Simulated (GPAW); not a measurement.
HPbNO4, 7 atoms in the cell. The typed cell holds 7 atoms: a = 3.858 Å, b = 5.535 Å, c = 6.055 Å, α = 106.62°, β = 93.97°, γ = 90.45°. The cell was built by a generator and needn't be a form met in nature.

| Property | Result |
| --- | --- |
| Program | GPAW 26.7.0 |
| Task | relaxation of cell and atoms |
| Functional | PBE |
| Potentials or basis | GPAW PAW data sets (gpaw-data 1.2.1) |
| Cutoff | 800 eV |
| Basis | pw |
| k mesh | 5 × 4 × 4 |
| Occupations | fermi-dirac, width 0.05 eV |
| Spin | no spin polarisation |
| Ranks | 8 |
| Maxiter | 150 |
| Optimizer | BFGS |
| Fmax | 0.02 eV/Å |
| Max steps | 100 |
| Convergence | density=1e-05 forces=0.0001 |

Potentials or basis: GPAW PAW data sets (gpaw-data 1.2.1), pw.

Run with:

```console
$ OMP_NUM_THREADS=1 mpirun -n 8 gpaw python run.py
```

Hardware: 8 MPI ranks on Intel(R) Xeon(R) Platinum 8488C (Sapphire Rapids), on a shared host.

Task: Estimate the wall time of this run.

Result: It took 3.9 min on 8 MPI ranks on Intel(R) Xeon(R) Platinum 8488C (Sapphire Rapids), with other jobs on the host, peak memory 0.35 GiB a rank. Counts: scf iterations 112, plane waves 6373, bands 39, k points 42, ion steps 9.
